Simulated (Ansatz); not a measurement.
Working through a rigid torsion scan of C2H4BBr, SMILES BC=CBr

Program: Ansatz 0.2.0, Python API.

At the Python prompt:
```pycon
>>> import ansatz as az
>>> from ase import Atoms
>>> BASIS_SET = "def2-SVP"
>>> FUNCTIONAL = "r2SCAN"
>>> FMAX = 0.02
>>> atoms = Atoms(["B", "C", "C", "Br", "H", "H", "H", "H"], positions=[
...     [-0.7048, 1.0351, 0.4768],
...     [0.3615, -0.0079, 0.3032],
...     [0.2748, -0.9252, -0.6745],
...     [1.7648, -2.2252, -0.8308],
...     [-1.6768, 1.0986, -0.2874],
...     [-0.6736, 1.8977, 1.3273],
...     [1.2266, 0.0053, 1.0017],
...     [-0.4804, -0.9355, -1.3721],
... ])
>>> # relax first, so that the scan starts from a minimum
>>> first = (
...     az.Crystal.molecule_from_ase(atoms).calculation()
...     .basis(gaussian=BASIS_SET)
...     .functional(FUNCTIONAL)
...     .accuracy("medium")
...     .relax(force_tolerance=FMAX, max_steps=80)
... )
>>> atoms.positions = first.run().report["positions_ang"]
>>> start = atoms.get_dihedral(0, 1, 2, 3)
>>> energies = {}
>>> for turn in range(0, 360, 30):
...     turned = atoms.copy()
...     turned.set_dihedral(0, 1, 2, 3, start + turn, indices=[2, 3, 7])
...     calc = (
...         az.Crystal.molecule_from_ase(turned).calculation()
...         .basis(gaussian=BASIS_SET)
...         .functional(FUNCTIONAL)
...         .accuracy("medium")
...     )
...     energies[round((start + turn) % 360)] = calc.run().report["free_energy_ev"]
...
>>> floor = min(energies.values())
>>> print("dihedral B0-C1-C2-Br3 (deg)   E - E(min) (kcal/mol)")
dihedral B0-C1-C2-Br3 (deg)   E - E(min) (kcal/mol)
>>> for angle, e in sorted(energies.items()):
...     print(f"{angle:8d} {23.060548 * (e - floor):14.3f}  " + "#" * int(30 * (e - floor) / max(max(energies.values()) - floor, 1e-9)))
...
      30         12.177  ######
      60         33.245  #################
      90         56.506  ##############################
     120         32.428  #################
     150          8.742  ####
     180          0.000
     210          8.711  ####
     240         32.374  #################
     270         56.505  #############################
     300         33.296  #################
     330         12.201  ######
     360          6.051  ###
```

Notes:
- These settings explore the input space; basis and method may be short of convergence.
- The scan is rigid and the energies are electronic, in a modest basis. With rigid groups the curve can differ much from the relaxed path, the start wasn't checked as a minimum of this torsion, and equivalent turns needn't return to the same energy.
- Wall time of the script: 99 s on 1 thread of Arm Neoverse V1, with other jobs on the host, peak memory 0.21 GiB.
